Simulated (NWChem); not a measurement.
# ZrO2 (SMILES [O]=[Zr]=[O]) at 6 levels

Wanted: a comparison of 6 runs (B2PLYP/def2-TZVP, B3LYP/def2-TZVP, M06-2X/def2-TZVP, M06-L/def2-TZVP, PBE0/def2-TZVP, r2SCAN/def2-TZVP) of ZrO2. 

The calculation is run with NWChem 7.3.0.

**1. The structure to begin with**

ZrO2 has 3 atoms, charge 0, and is taken as a singlet. As SMILES, `[O]=[Zr]=[O]`. The shape is that of a PBE0-D4/def2-TZVP optimisation.

Bond lengths: O1–Zr2 1.761 Å, Zr2–O3 1.761 Å. Angles: O1–Zr2–O3 107.9°.

**2. The energy at B2PLYP/def2-TZVP (core potential) (run 1)**

The input, run.nw:

```
start run
memory total 2200 mb

geometry units angstroms noautosym nocenter noautoz
  O     0.654500    1.252500    0.388400
  Zr    0.348500   -0.481700    0.351800
  O    -1.003000   -0.770800   -0.740100
end

basis "ao basis" spherical bse
  * library def2-TZVP
end

ecp bse
  Zr library def2-TZVP
end

dft
  xc hfexch 0.53 becke88 0.47 lyp 0.73 mp2 0.27
  dftmp2 semidirect
  grid fine
  convergence energy 1e-08
  iterations 100
  mulliken
end

mp2
  freeze core 2
end

task dft energy
```

Launch:

```console
$ nwchem run.nw > run.out
```

Standard output:

```text
[...]
          Wavefunction type:  closed shell.
          No. of atoms     :     3
          No. of electrons :    28
[...]
          Charge           :     0
          Spin multiplicity:     1
[...]
          AO basis - number of functions:   102
[...]
              XC Information
              --------------
                     Hartree-Fock (Exact) Exchange  0.530
                    Becke 1988 Exchange Functional  0.470
              Lee-Yang-Parr Correlation Functional  0.730
[...]
 d= 0,ls=0.0,diis     1   -196.6376180890 -2.66D+02  3.73D-02  3.96D+00     2.5
[...]
 d= 0,ls=0.0,diis    12   -197.1568236926 -6.46D-10  3.30D-07  1.97D-09    23.0
         Total DFT energy =     -197.156823692595
      One electron energy =     -426.080499299232
           Coulomb energy =      182.074402587686
    Exchange-Corr. energy =      -22.723559722175
 Nuclear repulsion energy =       69.572832741126
[...]
      Total Density - Mulliken Population Analysis
     ---------------------------------------------
    Atom       Charge   Shell Charges
 -----------   ------   -------------------------------------------------------
    1 O    8     8.70   0.79  1.18  0.60  0.94  0.42  1.82  1.90  1.02  0.00  0.02  0.00
    2 Zr  12    10.60   0.03 -0.36  1.63  0.72  0.06 -0.00  5.11  0.84  0.14  0.05  1.22  0.91  0.16  0.12
    3 O    8     8.70   0.79  1.18  0.60  0.94  0.42  1.82  1.90  1.02  0.00  0.02  0.00
[...]
  Basis functions       =    102
[...]
```

Wall time 28 s (1 thread of Intel Xeon Platinum 8259CL at 2.50GHz (Skylake/Cascade Lake), shared host); peak memory 0.32 GiB.

**3. Energy and forces at B3LYP/def2-TZVP (core potential) (run 2)**

The input, a.xyz:

```xyz
3
O2Zr gradient
O      0.654500     1.252500     0.388400
Zr     0.348500    -0.481700     0.351800
O     -1.003000    -0.770800    -0.740100
```

The input, a.nw:

```
start a
title "O2Zr gradient"
memory 2200 mb
geometry noautosym nocenter noautoz
load format xyz a.xyz
end
basis spherical bse
* library def2-TZVP
end
ecp bse
Zr library def2-TZVP
end
dft
xc b3lyp
grid fine
convergence energy 1e-08
maxiter 100
mulliken
end
task dft gradient
```

Launch:

```console
$ nwchem a.nw > a.out
```

Standard output:

```text
[...]
          Wavefunction type:  closed shell.
          No. of atoms     :     3
          No. of electrons :    28
[...]
          Charge           :     0
          Spin multiplicity:     1
[...]
          AO basis - number of functions:   102
[...]
              XC Information
              --------------
                         B3LYP Method XC Potential
                     Hartree-Fock (Exact) Exchange  0.200
                        Slater Exchange Functional  0.800 local
                    Becke 1988 Exchange Functional  0.720 non-local
              Lee-Yang-Parr Correlation Functional  0.810
                  VWN I RPA Correlation Functional  0.190 local
[...]
 d= 0,ls=0.0,diis     1   -197.0519701919 -2.67D+02  4.40D-02  4.17D+00     2.5
[...]
 d= 0,ls=0.0,diis    13   -197.6282302178 -2.33D-10  7.35D-08  9.32D-11    25.2
         Total DFT energy =     -197.628230217813
      One electron energy =     -426.181307775362
           Coulomb energy =      182.170814350276
    Exchange-Corr. energy =      -23.190569533853
 Nuclear repulsion energy =       69.572832741127
[...]
      Total Density - Mulliken Population Analysis
     ---------------------------------------------
    Atom       Charge   Shell Charges
 -----------   ------   -------------------------------------------------------
    1 O    8     8.62   0.79  1.18  0.61  0.93  0.43  1.84  1.83  0.99  0.00  0.02  0.00
    2 Zr  12    10.75   0.03 -0.36  1.64  0.71  0.07 -0.00  5.10  0.84  0.14  0.05  1.31  0.95  0.18  0.10
    3 O    8     8.62   0.79  1.18  0.61  0.93  0.43  1.84  1.83  0.99  0.00  0.02  0.00
[...]
  wavefunction    = closed shell
                         DFT ENERGY GRADIENTS
    atom               coordinates                        gradient
                 x          y          z           x          y          z
   1 O       1.236826   2.366882   0.733970   -0.002173  -0.013080  -0.000163
   2 Zr      0.658570  -0.910281   0.664806   -0.008020   0.011073  -0.008094
   3 O      -1.895395  -1.456601  -1.398586    0.010193   0.002007   0.008257
[...]
```

It took 33 s on 1 thread of Intel Xeon Platinum 8259CL at 2.50GHz (Skylake/Cascade Lake), shared host; peak memory 0.13 GiB.

Runs 3 to 5 aren't shown in full; the table further down has their settings and results.

**4. Energy and gradient at r2SCAN/def2-TZVP (core potential) (run 6)**

The input, o2zr.nw:

```
start o2zr
memory 2200 mb
charge 0

geometry noautosym nocenter noautoz
O      0.654500     1.252500     0.388400
Zr     0.348500    -0.481700     0.351800
O     -1.003000    -0.770800    -0.740100
end

basis spherical bse
* library def2-TZVP
end

ecp bse
Zr library def2-TZVP
end

dft
xc r2scan
grid fine
convergence energy 1e-08
maxiter 100
mulliken
end

task dft gradient
```

Launch:

```console
$ nwchem o2zr.nw > o2zr.out
```

Standard output:

```text
[...]
          Wavefunction type:  closed shell.
          No. of atoms     :     3
          No. of electrons :    28
[...]
          Charge           :     0
          Spin multiplicity:     1
[...]
          AO basis - number of functions:   102
[...]
              XC Information
              --------------
                      r^2SCAN Method XC Functional
               r^2SCAN metaGGA Exchange Functional  1.000
                     r^2SCAN Correlation Potential  1.000
[...]
 d= 0,ls=0.0,diis     1   -196.9876060365 -2.67D+02  4.44D-02  4.24D+00     2.8
[...]
 d= 0,ls=0.0,diis    13   -197.5709651861 -6.02D-11  6.72D-08  2.67D-10    28.4
         Total DFT energy =     -197.570965186081
      One electron energy =     -426.292328818163
           Coulomb energy =      182.295351455011
    Exchange-Corr. energy =      -23.146820564055
 Nuclear repulsion energy =       69.572832741126
[...]
      Total Density - Mulliken Population Analysis
     ---------------------------------------------
    Atom       Charge   Shell Charges
 -----------   ------   -------------------------------------------------------
    1 O    8     8.63   0.79  1.18  0.62  0.93  0.44  1.82  1.87  0.97  0.00  0.02  0.00
    2 Zr  12    10.73   0.03 -0.36  1.62  0.72  0.06 -0.00  5.09  0.86  0.12  0.05  1.35  0.93  0.16  0.10
    3 O    8     8.63   0.79  1.18  0.62  0.93  0.44  1.82  1.87  0.97  0.00  0.02  0.00
[...]
  wavefunction    = closed shell
                         DFT ENERGY GRADIENTS
    atom               coordinates                        gradient
                 x          y          z           x          y          z
   1 O       1.236826   2.366882   0.733970   -0.000720  -0.010833   0.000766
   2 Zr      0.658570  -0.910281   0.664806   -0.007657   0.010570  -0.007727
   3 O      -1.895395  -1.456601  -1.398586    0.008377   0.000263   0.006961
[...]
```

Wall time 38 s (1 thread of Intel Xeon Platinum 8259CL at 2.50GHz (Skylake/Cascade Lake), shared host); peak memory 0.13 GiB.

**5. All runs side by side**

```
run                              level      task  frozen core orbitals  energy (Eh)  dipole moment (D)  HOMO energy (eV)  LUMO energy (eV)  wall time
  1  B2PLYP/def2-TZVP (core potential)    energy                     2  -197.437361               8.55             -8.15             -2.34       28 s
  2   B3LYP/def2-TZVP (core potential)  gradient                     –  -197.628230               7.83             -6.55             -3.29       33 s
  3  M06-2X/def2-TZVP (core potential)  gradient                     –  -197.448434               8.26                 –                 –       37 s
  4   M06-L/def2-TZVP (core potential)  gradient                     –  -197.604160               7.87             -5.32             -2.60       84 s
  5    PBE0/def2-TZVP (core potential)  gradient                     –  -197.438614               7.92             -6.76             -2.90       30 s
  6  r2SCAN/def2-TZVP (core potential)  gradient                     –  -197.570965               7.75             -5.52             -3.10       38 s
```

**6. Results**

| quantity | value |
| --- | --- |
| run 6: total energy | -197.57097 Eh |
| run 6: dipole moment | 7.75 D |
| run 6: HOMO energy | -5.52 eV |
| run 6: LUMO energy | -3.10 eV |
| run 6: HOMO–LUMO gap | 2.42 eV |
| run 6: largest force on an atom | 0.780 eV/Å |

What this shows: The dipole moment (its size) runs from 7.75 D (r2SCAN/def2-TZVP) to 8.55 D (B2PLYP/def2-TZVP). A double hybrid's value is that of its SCF part. Over runs 1, 2, 4, 5, 6 the HOMO–LUMO gap runs from 2.42 eV (r2SCAN/def2-TZVP) to 5.81 eV (B2PLYP/def2-TZVP). Totals of different functionals can't be ranked against each other. All runs together took 4.2 min, the longest 84 s.
